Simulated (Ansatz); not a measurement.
**LuBi: how the settings move a single-point run**

Question: which choices in the input matter for LuBi?

Computed with Ansatz 0.2.0 (reference: DFT, PBEsol, PAW with Ansatz's default frozen-core files, scalar-relativistic; levels and slopes on a fine mesh, independent-particle optical spectra, unless a step's input says otherwise).

### 1 The starting structure

Symmetry: Fm-3m, No. 225, cubic system. The conventional cell has a = 6.133 Å, b = 6.133 Å, c = 6.133 Å, α = 90.00°, β = 90.00°, γ = 90.00°. Around Lu (site symmetry m-3m) lie 6 Bi at 3.07 Å. Around Bi (site symmetry m-3m) lie 6 Lu at 3.07 Å.

As a file:

```
Lu Bi
1.0
     0.00000    3.06632    3.06632
     3.06632    0.00000    3.06632
     3.06632    3.06632    0.00000
Lu Bi
1 1
Direct
  0.50000 0.50000 0.50000
  0.00000 0.00000 0.00000
```

### 2 Baseline

input.yaml reads:

```yaml
crystal:
  lattice:
    - [0.0, 3.06631755919, 3.06631755919]
    - [3.06631755919, 0.0, 3.06631755919]
    - [3.06631755919, 3.06631755919, 0.0]
  atoms:
    - { symbol: Lu, position: [0.5, 0.5, 0.5] }
    - { symbol: Bi, position: [0.0, 0.0, 0.0] }
kpoints:
  mp_grid: { grid: [12, 12, 12] }
scf:
  occupations: { method: fermi_dirac, width: 0.1 }
hamiltonian:
  xc: pbesol
  pseudopotentials: { kind: paw }
output:
  forces: true
  stress: true
  eigenvalues: true
  eigenstates:
    nscf_kmesh: { grid: [16, 16, 16] }
    de_dk: true
    e_range: [-14, 14]
  optics:
    e_range: [0, 20]
    de: 0.2
    sigma: 0.25
    bands: { spectra_wanted_up_to: 20 }
    nscf_kmesh: { grid: [16, 16, 16] }
    drude_damping: 0.1
checkpoint:
  write: ck
  write_wavefunctions: false
```

On the command line:

```console
> ansatz run input.yaml --threads 1 --pin off --max-ram 3072MiB --backend cpu --events-out ev --progress --plain --runs-dir out
```

### 3 Changing settings: occupations.method gaussian, occupations.width 0.3, accuracy high

Changes to input.yaml since step 2:

```diff
@@ -11,3 +11,3 @@
 scf:
-  occupations: { method: fermi_dirac, width: 0.1 }
+  occupations: { method: gaussian, width: 0.3 }
 hamiltonian:
@@ -33 +33,2 @@
   write_wavefunctions: false
+accuracy: high
```

Before running it: what results should come out? Wanted: for each run, ending; energy change; pressure; gap; force.

**Answer**, as computed:

```
                                                                 run     ending        energy change  pressure (GPa)  gap (eV)  force (eV/Å)  cycles     time
                                                           reference  converged                    0             0.0      0.00          0.00       -     84 s
1: occupations.method gaussian, occupations.width 0.3, accuracy high  converged  +0.1 meV/atom (σ→0)             0.0      0.00          0.00      10  1.9 min
```

Residual by cycle in the longest SCF loop of each run; runs are numbered as in the table. The quantity is the density residual dr2, in eV.

```
cycle  reference    run 1
    1    0.00275  0.00283
    2    0.00108  0.00112
    3     1.3e-4   1.4e-4
    4     5.2e-5   5.3e-5
    5     6.4e-6   6.5e-6
    6     4.6e-7   4.3e-7
    7     5.0e-8   5.3e-8
    8     2.9e-9   2.8e-9
    9    1.2e-10  8.4e-11
   10    2.7e-12  4.1e-12
```

**Reading.** Changing the smearing and accuracy level hardly moves the energy: +0.1 meV/atom.
